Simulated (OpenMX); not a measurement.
Crystal: Mn, a sheet with vacuum.

```
Mn
1.0
     2.61432    0.00000    0.00000
     0.00000    2.61432    0.00000
     0.00000    0.00000   23.80000
Mn
1
Direct
  0.00000 0.00000 0.29412
```

The cell was built by a generator and needn't be a form met in nature.

Base run:

| Quantity | Value |
| --- | --- |
| Program | OpenMX 3.8.5 |
| Functional | PBE |
| Potentials or basis | OpenMX 2013 PBE set, Mn6.0-s3p2d2, grid cutoff 400 Ry |
| k mesh | 7 × 7 × 1 |
| Occupations | fermi-dirac, width 0.05 eV |
| Spin | no spin polarisation |

Its results: band gap on the k mesh none (metal or under the smearing width).

**Question.** The run is repeated on the same cell with these changes: spin from no spin polarisation to non-collinear spin, ferromagnetic start. What comes out?

**Answer.** Band gap on the k mesh none (metal or under the smearing width); net moment 4.18 μB per cell.

Caveats: no basis functions reach into the vacuum, so the work function isn't listed; the basis of atomic orbitals isn't converged, which shifts pressures, moduli and gaps.

Not every run made on this cell is shown here.
